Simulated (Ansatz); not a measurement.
# H3Te (doublet): wave-function methods side by side, def2-SVPD

Aim: climb from Hartree-Fock through coupled cluster and multireference methods for H3Te (doublet) at one geometry and basis, and see what each rung misses.

Program: Ansatz 0.2.0, Gaussian basis. Level of theory: def2-SVPD, core rule «outside noble gas», up to 9 orbitals frozen. These are calculated values, not measurements.

The runs, in order: UHF; CCSD(T) on ROHF; CCSD(T) on UHF; BCCD(T) on ROHF; CISD; CCSDT(Q) on ROHF; CCSDT(Q) on UHF; CASSCF and MRCISD+Q, 9 electrons in 7 orbitals; CASSCF and NEVPT2, 9 electrons in 7 orbitals.

3 further runs of the same task are left out: 3 set aside as unsound or not needed.

## (1) The system

The geometry is a PBE0/def2-TZVPD stationary point (not a proven minimum) of the parent state, kept for this charge and spin. No spin-orbit coupling is included. Elements past krypton take def2 core potentials.

4 atoms, charge 0, spin multiplicity 2.

Atoms are counted from 1 here; the program's logs count them from 0.

Bond lengths: Te1–H2 1.656 Å, Te1–H3 1.945 Å, Te1–H4 1.945 Å. Angles: H2–Te1–H3 82.1°, H2–Te1–H4 82.1°, H3–Te1–H4 164.3°.

## (2) UHF

Contents of in.yaml:

```yaml
crystal:
  periodic: [false, false, false]
  atoms:
    - {symbol: Te, position_ang: [0.000000, -0.016883, 0.000000]}
    - {symbol: H, position_ang: [0.000000, 1.638759, 0.000000]}
    - {symbol: H, position_ang: [0.000000, 0.249252, -1.926599]}
    - {symbol: H, position_ang: [0.000000, 0.249252, 1.926599]}
basis:
  gaussian: {orbitals: def2-SVPD}
magnetization: {spin_polarized: true, initial_magnetization: 1}
hamiltonian: {xc: hf}
output: {orbitals: {seedname: orbitals}}
```

On the command line:

```console
$ ansatz run in.yaml --threads 1 --pin off --events-out ev --progress --plain --max-ram 4096MiB --backend cpu
```

Further steps of the session: CCSD(T) on ROHF; CCSD(T) on UHF; BCCD(T) on ROHF; CISD; CCSDT(Q) on ROHF; CCSDT(Q) on UHF; CASSCF and MRCISD+Q, 9 electrons in 7 orbitals; CASSCF and NEVPT2, 9 electrons in 7 orbitals.

Q: Predict the results of all the runs planned. Wanted: UCCSDT(Q) below the RHF energy; RMP2 from UCCSDT(Q); UMP2 from UCCSDT(Q); RCCSD from UCCSDT(Q); RCCSD(T) from UCCSDT(Q); UCCSD(T) from UCCSDT(Q); RCCSDT(Q) from UCCSDT(Q); NEVPT2 valence from UCCSDT(Q); MRCISD+Q valence from UCCSDT(Q).

As calculated:

| quantity | value |
| --- | --- |
| UCCSDT(Q) below the RHF energy | -4.8857 eV |
| RMP2 from UCCSDT(Q) | +19.59 kcal/mol |
| UMP2 from UCCSDT(Q) | +22.87 kcal/mol |
| RCCSD from UCCSDT(Q) | +4.20 kcal/mol |
| RCCSD(T) from UCCSDT(Q) | +0.75 kcal/mol |
| UCCSD(T) from UCCSDT(Q) | +0.79 kcal/mol |
| RCCSDT(Q) from UCCSDT(Q) | 0.00 kcal/mol |
| NEVPT2 valence from UCCSDT(Q) | +18.26 kcal/mol |
| MRCISD+Q valence from UCCSDT(Q) | +0.52 kcal/mol |
| levels within 1 kcal/mol (43 meV) | RCCSD(T), UCCSD(T), BCCD(T), RCCSDT, UCCSDT, RCCSDT(Q), MRCISD+Q valence |
| T1 diagnostic | 0.033 |
| effectively unpaired electrons | 1.05 |

RCCSD(T) misses by +0.75 kcal/mol, 0.7 % of the correlation energy. One determinant dominates. Of the multireference levels listed MRCISD+Q valence comes nearest in total energy (+0.52 kcal/mol), which doesn't show that its space is the better one. Coupled cluster took another determinant than the lowest Hartree-Fock one. These misses are within one basis, not against nature; the frozen cores of restricted and unrestricted runs differ, which can shift their rows.
